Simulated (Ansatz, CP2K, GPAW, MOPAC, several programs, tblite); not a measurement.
**Many methods on one cell: SnO (P4/nmm)**

SnO (started from an entry of an open crystallographic database), relaxed with r2SCAN+rVV10 in Ansatz, was computed with several methods. Space group P4/nmm (No. 129), tetragonal; conventional cell a = 3.793 Å, c = 4.758 Å, 17.11 Å³ an atom. Sn has 4 O at 2.22 Å; O has 4 Sn at 2.22 Å. The values are computed, spin-unpolarised, and not measurements.

```cif
data_structure
_symmetry_space_group_name_H-M 'P4/nmm:1'
_symmetry_Int_Tables_number 129
_cell_length_a 3.7926
_cell_length_b 3.7926
_cell_length_c 4.7582
_cell_angle_alpha 90.000
_cell_angle_beta 90.000
_cell_angle_gamma 90.000
_cell_volume 68.44
loop_
_atom_site_label
_atom_site_type_symbol
_atom_site_symmetry_multiplicity
_atom_site_Wyckoff_symbol
_atom_site_fract_x
_atom_site_fract_y
_atom_site_fract_z
_atom_site_occupancy
Sn1 Sn 2 c 0.50000 0.00000 0.24103 1
O1 O 2 a 0.00000 0.00000 0.00000 1
```

Gaps and times are for a single point on this cell; volume and bulk modulus come from each method's own relaxation or energy curve at fixed shape, which is too stiff where a cell has free coordinates or axes. Times are rough, from shared hosts (Arm Neoverse V2), and each method has its own mesh and cell size. A double dagger marks a value from a curve with shape and coordinates held. A star marks a curve whose lowest point is an end point. PM6 (MOPAC), PM7 (MOPAC), GFN1-xTB (tblite), GFN2-xTB (tblite) treat a cluster of cells at its zone centre, which samples few k points: where these miss a band edge, the gap comes out too large for that reason alone. Gaps from k meshes are read at a limited set of points (mesh, symmetry points, PBE's band edges), so each method's own least gap may be somewhat smaller. xTB and the PM methods were fitted mostly to molecules, and can miss a solid's gap by electronvolts. Minimal bases can be far off for gaps. Curves at held shape can't give the bulk modulus of a layered or molecular crystal, so none is listed. d marks a direct gap, i an indirect one (no mark: not told apart), a dash a value that wasn't computed or didn't pass its checks.

| method | kind | gap (eV) | own volume (Å³/atom) | bulk modulus (GPa) | atoms computed | processor time |
| --- | --- | --- | --- | --- | --- | --- |
| light PBE (260 eV and a coarse mesh) | light plane-wave | overlap 0.14 | – | – | 4 | 0.96 s |
| GFN1-xTB (tblite) | tight binding | 3.20 | 15.43*‡ | – | 72 | 2.1 s |
| PM6 (MOPAC) | semi-empirical | 4.32 | – | – | 72 | 2.4 s |
| PBE | semilocal | overlap 0.08 | – | – | 4 | 3.9 s |
| PM7 (MOPAC) | semi-empirical | 5.11 | – | – | 72 | 5 s |
| GFN2-xTB (tblite) | tight binding | 2.42 | – | – | 72 | 5.5 s |
| PBE/SZV (CP2K) | small basis | overlap 0.18 | – | – | 4 | 6.8 s |
| PBE/single zeta (GPAW) | small basis | overlap 0.28 | – | – | 4 | 7.3 s |
| r2SCAN | semilocal | 0.02 i | – | – | 4 | 9.7 s |
| PBE/DZVP (CP2K) | small basis | overlap 0.15 | 18.67*‡ | – | 4 | 16 s |

With PBE the bands overlap or touch, or nearly. Semilocal functionals can close a real gap, so this doesn't show a metal; small gaps of other methods may in turn close between the points read or with spin-orbit coupling, and the solid may be a semimetal.

No spin-orbit coupling is included; it can move band edges with weight on the heavy atoms by tenths of an eV.
